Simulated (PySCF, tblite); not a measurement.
# CH₁₀ClNSi₃: dynamics, then NMR shifts on frames, part 2 of 2

tblite 0.8.0 and PySCF 2.14.0. Atoms count from 0. The steps go on from the part before.

## (5) NMR shieldings: 625 fs, PBE0/pcSseg-1

What the job is given:

```
{"job": {"kind": "nmr", "xc": "PBE0", "basis": "pcSseg-1", "pop": false}, "charge": 0, "multiplicity": 1}
N      1.160600    -1.067300    -0.480500
Si     0.644000    -0.981600     1.171600
C     -1.024200     0.035700     1.003200
Si    -2.436300    -0.989600     0.351400
Si    -0.991000     1.656300     0.083100
Cl     0.728000     2.685800     0.483700
H      2.138700    -1.181000    -0.611600
H      0.704900    -0.889300    -1.357600
H      1.726800    -0.427400     1.996100
H      0.416400    -2.326200     1.690600
H     -1.287800     0.248100     2.015300
H     -2.229900    -1.291900    -1.017200
H     -2.750800    -2.124200     1.203500
H     -3.606300    -0.132600     0.380000
H     -1.952700     2.493300     0.757800
H     -1.110100     1.820900    -1.336200
```

With the program's defaults for keys left out, this is: GIAO PBE0/pcSseg-1 NMR shielding, non-relativistic, gas phase.

What it wrote:

```text
coarse grid: 14848 points
cycle   1  E = -1426.8150286088  dE =  3.410e-01  |g| = 5.518e-01  |ddm| = 3.602e+00
cycle   2  E = -1426.7766007978  dE =  3.843e-02  |g| = 6.881e-01  |ddm| = 1.132e+00
cycle   3  E = -1426.8838561742  dE = -1.073e-01  |g| = 6.103e-02  |ddm| = 6.832e-01
cycle   4  E = -1426.8846555640  dE = -7.994e-04  |g| = 2.444e-02  |ddm| = 9.706e-02
cycle   5  E = -1426.8847855689  dE = -1.300e-04  |g| = 3.311e-03  |ddm| = 2.909e-02
cycle   6  E = -1426.8847880108  dE = -2.442e-06  |g| = 1.148e-03  |ddm| = 5.491e-03
final grid: 123448 points
cycle   7  E = -1426.9133252370  dE = -2.134e-05  |g| = 7.146e-03  |ddm| = 1.857e-02
cycle   8  E = -1426.9133155482  dE =  9.689e-06  |g| = 9.410e-03  |ddm| = 1.455e-02
cycle   9  E = -1426.9133362299  dE = -2.068e-05  |g| = 6.181e-04  |ddm| = 8.518e-03
cycle  10  E = -1426.9133362921  dE = -6.227e-08  |g| = 1.738e-04  |ddm| = 7.902e-04
cycle  11  E = -1426.9133363001  dE = -7.973e-09  |g| = 3.790e-05  |ddm| = 2.468e-04
cycle  12  E = -1426.9133363004  dE = -2.569e-10  |g| = 1.702e-05  |ddm| = 5.068e-05
converged SCF energy = -1426.9133363004

GIAO shielding tensors (ppm)
atom      isotropic    diamagn.    paramagn.     s11        s22        s33       span
  0 N      265.145     319.599     -54.454    228.272    251.754    315.408     87.136
  1 Si     380.036     879.561    -499.525    323.687    380.646    435.774    112.087
  2 C      194.734     263.326     -68.592    174.973    199.806    209.423     34.450
  3 Si     434.298     880.109    -445.811    401.478    419.007    482.409     80.931
  4 Si     367.503     878.398    -510.894    304.605    387.460    410.445    105.840
  5 Cl     985.287    1149.418    -164.131    904.127    974.262   1077.473    173.346
  6 H       32.546      31.833       0.713     24.307     27.307     46.024     21.718
  7 H       31.237      33.876      -2.639     24.190     29.315     40.207     16.017
  8 H       26.326      29.464      -3.138     23.251     24.774     30.954      7.703
  9 H       26.563      29.535      -2.972     23.307     24.184     32.198      8.891
 10 H       32.648      32.750      -0.102     27.663     29.200     41.079     13.416
 11 H       28.498      29.877      -1.378     24.523     27.181     33.791      9.267
 12 H       27.734      28.514      -0.780     23.970     25.201     34.030     10.060
 13 H       28.003      28.850      -0.847     23.960     26.377     33.672      9.713
 14 H       26.568      28.746      -2.179     21.484     26.142     32.077     10.593
 15 H       26.648      29.005      -2.357     21.977     25.944     32.023     10.046
```

Run time: 36 s. Hardware: 1 thread of Intel Xeon Platinum 8259CL at 2.50GHz, shared host; peak memory 0.89 GiB.

In short: δ C2 -7.8, N0 2.6, Si4 -18.3, Si1 -30.9, H8 5.39, H9 5.15 ppm.

## (6) Shielding tensors: 800 fs, PBE0/pcSseg-1

What the job is given:

```
{"job": {"kind": "nmr", "xc": "PBE0", "basis": "pcSseg-1", "pop": false}, "charge": 0, "multiplicity": 1}
N      1.454700    -1.365200     0.005400
Si     0.694100    -0.798500     1.497200
C     -0.986800     0.110400     1.133900
Si    -2.154700    -1.046300     0.234400
Si    -0.781200     1.698200     0.179600
Cl     0.653700     2.768200     1.111900
H      2.438600    -1.708200     0.147500
H      1.446000    -0.699500    -0.720800
H      1.584600     0.083800     2.272800
H      0.498700    -2.126700     2.122800
H     -1.514200     0.374000     2.052100
H     -1.800800    -1.271700    -1.162300
H     -2.403400    -2.284900     0.977800
H     -3.517600    -0.450300     0.163200
H     -1.913800     2.606100     0.238700
H     -0.315800     1.452700    -1.178000
```

Method: GIAO PBE0/pcSseg-1 NMR shielding, non-relativistic, gas phase.

What it wrote:

```text
coarse grid: 14848 points
cycle   1  E = -1426.8280121486  dE =  2.585e-01  |g| = 5.308e-01  |ddm| = 3.583e+00
cycle   2  E = -1426.7915823066  dE =  3.643e-02  |g| = 6.651e-01  |ddm| = 1.103e+00
cycle   3  E = -1426.8918138757  dE = -1.002e-01  |g| = 6.593e-02  |ddm| = 6.788e-01
cycle   4  E = -1426.8927075471  dE = -8.937e-04  |g| = 2.478e-02  |ddm| = 9.289e-02
cycle   5  E = -1426.8928373793  dE = -1.298e-04  |g| = 4.511e-03  |ddm| = 2.833e-02
cycle   6  E = -1426.8928414611  dE = -4.082e-06  |g| = 2.340e-03  |ddm| = 7.345e-03
final grid: 123448 points
cycle   7  E = -1426.9215222642  dE = -1.782e-05  |g| = 7.883e-03  |ddm| = 1.948e-02
cycle   8  E = -1426.9215072807  dE =  1.498e-05  |g| = 1.084e-02  |ddm| = 1.731e-02
cycle   9  E = -1426.9215372483  dE = -2.997e-05  |g| = 5.588e-04  |ddm| = 1.018e-02
cycle  10  E = -1426.9215372938  dE = -4.547e-08  |g| = 1.558e-04  |ddm| = 6.775e-04
cycle  11  E = -1426.9215372997  dE = -5.966e-09  |g| = 4.530e-05  |ddm| = 2.166e-04
cycle  12  E = -1426.9215373001  dE = -3.731e-10  |g| = 1.754e-05  |ddm| = 5.155e-05
converged SCF energy = -1426.9215373001

GIAO shielding tensors (ppm)
atom      isotropic    diamagn.    paramagn.     s11        s22        s33       span
  0 N      258.845     320.058     -61.213    223.504    246.883    306.149     82.645
  1 Si     372.026     879.147    -507.121    335.513    370.450    410.113     74.600
  2 C      194.538     264.128     -69.589    186.064    194.822    202.729     16.665
  3 Si     429.877     879.595    -449.717    394.636    405.206    489.790     95.154
  4 Si     366.242     879.209    -512.967    308.291    382.506    407.929     99.639
  5 Cl     976.315    1149.440    -173.125    932.910    949.831   1046.204    113.294
  6 H       30.739      28.594       2.145     23.667     26.080     42.469     18.802
  7 H       32.483      35.502      -3.019     24.436     31.038     41.974     17.538
  8 H       25.921      29.214      -3.293     22.102     25.481     30.179      8.077
  9 H       26.384      28.668      -2.284     22.860     24.492     31.800      8.940
 10 H       31.841      31.236       0.605     26.281     29.086     40.157     13.876
 11 H       27.724      29.194      -1.470     24.073     26.110     32.989      8.916
 12 H       27.415      28.472      -1.058     23.582     25.220     33.441      9.859
 13 H       27.520      28.531      -1.010     23.633     25.573     33.355      9.722
 14 H       26.312      28.810      -2.498     21.165     25.537     32.235     11.071
 15 H       26.616      30.110      -3.495     22.903     25.604     31.340      8.437
```

Run time: 34 s. Hardware: 1 thread of Intel Xeon Platinum 8259CL at 2.50GHz, shared host; peak memory 0.89 GiB.

In short: δ C2 -7.6, N0 8.9, Si4 -17.1, Si1 -22.9, H8 5.80, H14 5.40 ppm.

## (7) Nuclear shieldings: 1000 fs, PBE0/pcSseg-1

What the job is given:

```
{"job": {"kind": "nmr", "xc": "PBE0", "basis": "pcSseg-1", "pop": false}, "charge": 0, "multiplicity": 1}
N      1.789400    -0.326900     0.573700
Si     0.504900    -0.659400     1.645500
C     -1.148700     0.062400     0.921400
Si    -2.073900    -1.298900    -0.006500
Si    -1.074200     1.712600     0.032400
Cl     0.284900     2.919700     0.798100
H      2.204700     0.597500     0.547800
H      2.080200    -0.893000    -0.217300
H      0.834100     0.057700     2.862900
H      0.314200    -2.058400     1.731600
H     -1.740000     0.184900     1.829200
H     -1.370000    -1.659400    -1.196800
H     -2.259700    -2.385400     0.937500
H     -3.405900    -0.794800    -0.433300
H     -2.391500     2.310800     0.232300
H     -0.874700     1.657100    -1.417500
```

Method: GIAO PBE0/pcSseg-1 NMR shielding, non-relativistic, gas phase.

What it wrote:

```text
coarse grid: 14848 points
cycle   1  E = -1426.8275374223  dE =  3.553e-01  |g| = 5.431e-01  |ddm| = 3.617e+00
cycle   2  E = -1426.7890787927  dE =  3.846e-02  |g| = 6.729e-01  |ddm| = 1.058e+00
cycle   3  E = -1426.8935576103  dE = -1.045e-01  |g| = 5.730e-02  |ddm| = 6.513e-01
cycle   4  E = -1426.8942698064  dE = -7.122e-04  |g| = 2.109e-02  |ddm| = 8.270e-02
cycle   5  E = -1426.8943642058  dE = -9.440e-05  |g| = 3.428e-03  |ddm| = 2.494e-02
cycle   6  E = -1426.8943669466  dE = -2.741e-06  |g| = 1.137e-03  |ddm| = 5.394e-03
final grid: 123448 points
cycle   7  E = -1426.9229547415  dE = -2.166e-05  |g| = 6.783e-03  |ddm| = 1.846e-02
cycle   8  E = -1426.9229469555  dE =  7.786e-06  |g| = 8.701e-03  |ddm| = 1.341e-02
cycle   9  E = -1426.9229644177  dE = -1.746e-05  |g| = 6.173e-04  |ddm| = 7.804e-03
cycle  10  E = -1426.9229644789  dE = -6.123e-08  |g| = 1.558e-04  |ddm| = 7.148e-04
cycle  11  E = -1426.9229644850  dE = -6.056e-09  |g| = 3.742e-05  |ddm| = 2.150e-04
cycle  12  E = -1426.9229644852  dE = -2.524e-10  |g| = 1.725e-05  |ddm| = 5.224e-05
converged SCF energy = -1426.9229644852

GIAO shielding tensors (ppm)
atom      isotropic    diamagn.    paramagn.     s11        s22        s33       span
  0 N      252.783     320.772     -67.989    230.213    251.267    276.869     46.656
  1 Si     380.217     880.944    -500.727    335.181    395.213    410.256     75.075
  2 C      187.343     264.887     -77.544    166.526    195.049    200.454     33.928
  3 Si     425.780     880.801    -455.021    397.409    412.597    467.334     69.924
  4 Si     372.315     879.052    -506.737    311.077    379.610    426.257    115.180
  5 Cl     995.324    1149.645    -154.321    947.624    974.405   1063.942    116.318
  6 H       30.970      32.219      -1.249     22.633     29.140     41.137     18.504
  7 H       30.634      32.405      -1.770     23.754     26.307     41.842     18.088
  8 H       26.520      29.811      -3.291     23.027     24.912     31.620      8.593
  9 H       27.349      30.963      -3.614     22.993     26.687     32.367      9.374
 10 H       32.443      32.877      -0.434     27.963     29.891     39.475     11.512
 11 H       28.237      30.731      -2.494     24.632     26.730     33.350      8.718
 12 H       27.921      29.791      -1.870     24.166     25.882     33.716      9.550
 13 H       27.547      28.954      -1.407     23.687     25.722     33.233      9.546
 14 H       26.498      28.748      -2.250     21.680     25.819     31.995     10.315
 15 H       26.601      29.524      -2.923     22.192     25.926     31.686      9.493
```

Wall time 35 s (1 thread of Intel Xeon Platinum 8259CL at 2.50GHz, shared host); peak memory 0.8 GiB.

This run: δ C2 -0.4, N0 14.9, Si4 -23.2, Si1 -31.1, H14 5.22, H8 5.20 ppm.

## (8) Side by side: NMR shifts

Shifts (ppm) of some atoms, chosen among heavy atoms and hydrogens apart, with basis size and wall time:

| frame | C2 | H6 | H10 | N0 | Si1 | Si3 | Cl5 | functions | time |
| --- | --- | --- | --- | --- | --- | --- | --- | --- | --- |
| 250 fs | -7.8 | 0.37 | -1.24 | 11.6 | -35.6 | -76.0 | -37 | 180 | 43 s |
| 425 fs | -0.5 | -0.94 | 0.72 | 5.5 | -25.6 | -75.3 | -29 | 180 | 42 s |
| 625 fs | -7.8 | -0.83 | -0.93 | 2.6 | -30.9 | -85.1 | -36 | 180 | 36 s |
| 800 fs | -7.6 | 0.98 | -0.12 | 8.9 | -22.9 | -80.7 | -27 | 180 | 34 s |
| 1000 fs | -0.4 | 0.75 | -0.73 | 14.9 | -31.1 | -76.6 | -46 | 180 | 35 s |

## (9) Outcome

What follows sums up all 2 parts.

| quantity | value |
| --- | --- |
| thermostat | 200 K |
| mean temperature, second half | 205 K |
| mean potential energy above the minimum | 0.37 eV |
| 13C shifts against TMS (PBE0/pcSseg-1, 250 fs) | -7.8 ppm |
| 1H shifts against TMS (PBE0/pcSseg-1, 250 fs) | 5.75, 5.51, 5.39, 5.24, 4.52, 4.35, 3.82, 0.37, -0.28, -1.24 ppm |
| 15N shifts against NH3 (PBE0/pcSseg-1, 250 fs) | 11.6 ppm |
| 29Si shifts against TMS (PBE0/pcSseg-1, 250 fs) | -16.1, -35.6, -76.0 ppm |
| 35Cl shifts against HCl (PBE0/pcSseg-1, 250 fs) | -37 ppm |
| range of the shift of Cl5 | -46 to -27 ppm |

What this shows: In the second half the potential energy averages 0.37 eV above the minimum; equipartition over 42 harmonic modes at 200 K would give 0.36 eV. With 16 atoms the temperature swings widely (85 to 273 K). Shifts at one fixed geometry are not the observed spectrum, which averages over the motion. In the first frame run (250 fs): Shielding is most anisotropic at Cl5 (span 143 ppm, paramagnetic term -163 ppm). In ppm, Cl5 moves most: its shift spreads over 19 ppm, from -46 (1000 fs) to -27 (800 fs).
